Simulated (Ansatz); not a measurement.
# Na2H4Pd and its elements: a formation energy from the elements

Program: the Python package of Ansatz (0.2.0).

The cells in order, each with its output:

In [1]:
```python
from collections import Counter

import ansatz as az
import numpy as np
import pandas as pd

PHASES = {
    'Na2H4Pd': (
        [(-2.63693706, 2.63693706, 3.24321696), (2.63693706, -2.63693706, 3.24321696), (2.63693706, 2.63693706, -3.24321696)],
        [
            ('Na', (0.75, 0.25, 0.5)),
            ('Na', (0.25, 0.75, 0.5)),
            ('H', (0.22018335, 0.22018335, 0.44036671)),
            ('H', (0.77981664, 0.77981664, 0.55963329)),
            ('H', (0.22018336, 0.77981664, 0.0)),
            ('H', (0.77981664, 0.22018336, 0.0)),
            ('Pd', (0.0, 0.0, 0.0)),
        ],
    ),
    'Na': (
        [(-2.141, 2.141, 2.141), (2.141, -2.141, 2.141), (2.141, 2.141, -2.141)],
        [
            ('Na', (0.0, 0.0, 0.0)),
        ],
    ),
    'H2': (
        [(9.0, 0.0, 0.0), (0.0, 9.5, 0.0), (0.0, 0.0, 10.0)],
        [
            ('H', (0.5, 0.5, 0.4625)),
            ('H', (0.5, 0.5, 0.5375)),
        ],
    ),
    'Pd': (
        [(0.0, 1.9465, 1.9465), (1.9465, 0.0, 1.9465), (1.9465, 1.9465, 0.0)],
        [
            ('Pd', (0.0, 0.0, 0.0)),
        ],
    ),
}
```

In [2]:
```python
def build(vectors, sites):
    crystal = az.Crystal(lattice=az.Lattice.of(vectors))
    for symbol, position in sites:
        crystal = crystal.atom(symbol, position)
    return crystal
```

In [3]:
```python
GASES = {'H2'}
```

In [4]:
```python
def compute(name, crystal):
    calc = (
        crystal.calculation()
        .functional('pbesol')
        .basis(470, density_ratio=6)
        .initial_density(normalization='atom')
        .scf(extra_bands=8, algorithm='density_mixing')
        .kpoints(spacing=0.3)
        .occupations('cold', width=0.05)
        .stress()
    )
    if name in GASES:
        return calc.kpoints(1, 1, 1).relax(force_tolerance=0.03, max_steps=40).run(threads=1)
    calc = calc.relax(force_tolerance=0.03, max_steps=40, fix_cell=['shape'])
    return calc.run(threads=1)
```

In [5]:
```python
def counts(outcome):
    return Counter(site.symbol for site in outcome.lattice.sites)
```

In [6]:
```python
def formation_energy(outcome, mu):
    n = counts(outcome)
    return (outcome.report['energy_sigma0_ev'] - sum(k * mu[element] for element, k in n.items())) / sum(n.values())
```

In [7]:
```python
def volume_per_atom(outcome):
    return abs(np.linalg.det(outcome.lattice.cell_ang)) / len(outcome.lattice.sites)
```

In [8]:
```python
phases = {name: build(*cell) for name, cell in PHASES.items()}
```

In [9]:
```python
done = {}
for name, crystal in phases.items():
    done[name] = compute(name, crystal)
    print(f'{name}: {done[name].report["energy_sigma0_ev"]:.4f} eV, {len(done[name].lattice.sites)} atoms')
```
```text
Na2H4Pd: -9922.7755 eV, 7 atoms
Na: -1475.8689 eV, 1 atoms
DeckWarning: output.stress: scf.convergence.dr2_threshold = 1e-7 eV (the SCF's general default) is looser than the 2e-10 eV advised for a printed stress (1e-10 eV for each atom of the cell: 2). What an SCF threshold leaves in a stress goes as its square root, [...]
H2: -31.2214 eV, 2 atoms
Pd: -6906.6617 eV, 1 atoms
```

In [10]:
```python
# chemical potentials of the elements at zero temperature
references = {'Na': 'Na', 'H': 'H2', 'Pd': 'Pd'}
mu = {element: done[name].report['energy_sigma0_ev'] / len(done[name].lattice.sites) for element, name in references.items()}
```

In [11]:
```python
target = done['Na2H4Pd']
heat = formation_energy(target, mu)
rows = [(name, len(o.lattice.sites), volume_per_atom(o), formation_energy(o, mu)) for name, o in done.items()]
print(pd.DataFrame(rows, columns=['phase', 'atoms', 'V (A^3/atom)', 'E_form (eV/atom)']).round(4).to_string(index=False))
# no correction for the overbinding of the gas molecule is applied
```
```text
  phase  atoms  V (A^3/atom)  E_form (eV/atom)
Na2H4Pd      7       12.8866           -0.2762
     Na      1       36.2402            0.0000
     H2      2      427.5000            0.0000
     Pd      1       14.5332            0.0000
```

These settings explore the input space; cutoff and mesh may be short of convergence. For the metals among these phases the mesh is modest: differences between phases can be off by up to 40 meV an atom. Atoms and volume are relaxed with the cell's shape held, which in cells of lower than cubic symmetry can hide stresses and shift volumes. The cells come from databases of deposited and of computed structures, and not all need be stable phases. Warnings are shown shortened and without file and line. The compound is the structure given, not necessarily its lowest; energies are at zero temperature, with no correction for gases. A semilocal functional's error on such energies is often 0.05 to 0.1 eV an atom, and 0.1 to 0.3 eV against gases such as O2 or F2. Wall time of the script: 24 s on 1 thread of Arm Neoverse V1 (shared host), peak memory 0.7 GiB.
